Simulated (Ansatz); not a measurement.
# Cl₂F₂H₃NSi₂: a ladder of functionals and wavefunction methods

An exercise on one series of results from a longer session: the logs are not shown, and one member is left open.

Program: Ansatz 0.2.0, Gaussian basis. Level of theory: functionals in def2-TZVPP, the program's frozen cores in correlated methods. These are calculated values, not measurements.

Levels to be run: PBE-D4, r2SCAN-D4, PBE0-D4, B3LYP-D4, ωB97X-V, ωB97M-V, B2PLYP; CCSD(T)/def2-TZVPP; MP2/def2-QZVPP; extrapolation to the limit.

**The geometry**

An earlier PBE0-D4 in a triple-zeta def2 set relaxation fixed the geometry.

SMILES `F[SiH2]N[Si](F)(Cl)Cl`, 10 atoms, charge 0, spin multiplicity 1.

Atoms are counted from 1 here; the program's logs count them from 0.

Bond lengths: F1–Si2 1.595 Å, Si2–N3 1.722 Å, Si2–H8 1.478 Å, Si2–H9 1.475 Å, N3–Si4 1.694 Å, N3–H10 1.012 Å, Si4–F5 1.581 Å, Si4–Cl6 2.026 Å, Si4–Cl7 2.023 Å. Angles: F1–Si2–N3 111.3°, F1–Si2–H8 106.9°, F1–Si2–H9 107.5°, N3–Si2–H8 107.7°, N3–Si2–H9 109.4°, H8–Si2–H9 113.9°, Si2–N3–Si4 130.4°, Si2–N3–H10 115.1°, Si4–N3–H10 114.4°, N3–Si4–F5 112.1°, N3–Si4–Cl6 110.3°, N3–Si4–Cl7 109.8°, F5–Si4–Cl6 106.1°, F5–Si4–Cl7 106.9°, Cl6–Si4–Cl7 111.5°.

The first run:

in.yaml reads:

```yaml
crystal:
  periodic: [false, false, false]
  atoms:
    - {symbol: F, position_ang: [2.121747, -0.621644, -1.302959]}
    - {symbol: Si, position_ang: [1.069712, -1.162522, -0.232488]}
    - {symbol: N, position_ang: [0.253800, 0.133925, 0.554901]}
    - {symbol: Si, position_ang: [-1.154876, 0.968520, 0.120771]}
    - {symbol: F, position_ang: [-2.426070, 0.436516, 0.896698]}
    - {symbol: Cl, position_ang: [-0.985945, 2.930657, 0.597039]}
    - {symbol: Cl, position_ang: [-1.520640, 0.712720, -1.852116]}
    - {symbol: H, position_ang: [1.839006, -1.899029, 0.792454]}
    - {symbol: H, position_ang: [0.088605, -1.992578, -0.955638]}
    - {symbol: H, position_ang: [0.714659, 0.493425, 1.381338]}
basis:
  gaussian: {orbitals: def2-TZVPP}
hamiltonian: {xc: pbe, dispersion: d4}
output: {forces: true, orbitals: {seedname: orbitals}}
```

Started as:

```bash
ansatz run in.yaml --threads 2 --pin off --events-out ev --progress --plain --max-ram 31744MiB --backend cuda --devices 0, --max-vram 18GiB
```

Steps of the session up to this table: PBE-D4 (GGA); r2SCAN-D4 (meta-GGA); PBE0-D4 (hybrid); B3LYP-D4 (hybrid); ωB97X-V (range-separated); ωB97M-V (range-separated); B2PLYP (double hybrid); CCSD(T) in def2-TZVPP; MP2 in def2-QZVPP.

One of the session's tables, all rows but one given; the rest of the session is left out.

| method | atomisation energy (kJ/mol) |
| --- | --- |
| PBE-D4 | 3804.5 |
| r2SCAN-D4 | 3778.4 |
| PBE0-D4 | 3737.3 |
| B3LYP-D4 | 3739.6 |
| ωB97X-V | 3798.6 |
| ωB97M-V | 3796.3 |
| B2PLYP | 3714.4 |
| HF/def2-TZVPP | 2759.3 |
| MP2/def2-TZVPP | 3789.2 |
| CCSD/def2-TZVPP | ? |
| CCSD(T)/def2-TZVPP | 3656.6 |
| MP2/CBS | 3925.5 |
| CCSD(T)/CBS | 3792.9 |

Q: Estimate the row for CCSD/def2-TZVPP from the others.

**Answer.** atomisation energy (kJ/mol): 3593.4. In the column «atomisation energy (kJ/mol)» it lies between HF/def2-TZVPP (2759.3) and CCSD(T)/def2-TZVPP (3656.6).

To keep in mind: Free atoms (2 F, 2 Si, 1 N, 2 Cl, 3 H) were run apart at each level; the atomisation energy is their sum less the molecule, without zero-point or spin-orbit terms.
